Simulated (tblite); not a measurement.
# C2H11BOSSi: the cost of one run

Computed with tblite 0.8.0 and PySCF 2.14.0, with density-fitted response routines of our own, on a single molecule, in the gas phase or a continuum. Atoms count from 0, in the outputs and in this text.

### Step 1. The starting structure

17 atoms, charge 0, multiplicity 1; geometry from: force field or distance geometry start.

Bonds of the start (Å): C0–S1 1.77, S1–C2 1.79, S1–B3 1.86, B3–O4 1.49, O4–Si5 1.72, C0–H6 1.10, C0–H7 1.11, C0–H8 1.11, C2–H9 1.10, C2–H10 1.12, C2–H11 1.10, B3–H12 1.18, B3–H13 1.20, Si5–H14 1.48, Si5–H15 1.48, Si5–H16 1.47.

### Step 2. Geometry optimisation with GFN2-xTB

Job settings and geometry (Å):

```
{"job": {"kind": "relax", "xc": "GFN2-xTB", "basis": "xTB"}, "charge": 0, "multiplicity": 1}
C     -2.086000     0.887600     0.532400
S     -1.309200    -0.229500    -0.605200
C     -1.367500    -1.892700     0.054900
B      0.462600     0.275500    -0.866700
O      1.171600     0.224400     0.448100
Si     2.806600     0.695500     0.168000
H     -1.575800     0.863100     1.510300
H     -2.042900     1.925100     0.127500
H     -3.150300     0.591400     0.668600
H     -0.889300    -2.587500    -0.653300
H     -2.439700    -2.189300     0.183700
H     -0.859700    -1.933100     1.032200
H      0.461900     1.374800    -1.302100
H      0.954400    -0.497900    -1.639100
H      2.860700     2.073400    -0.366000
H      3.536200     0.663900     1.460200
H      3.459300    -0.232700    -0.763500
```

The run is started by

```console
$ OMP_NUM_THREADS=1 python probes_run.py task.json out
```

This one command runs all jobs of the session in turn.

Q: Estimate the wall time and peak memory of this first job on 1 thread of Intel Xeon at 2.50GHz, shared host.

About 2.1 s, with a peak of 0.18 GiB.
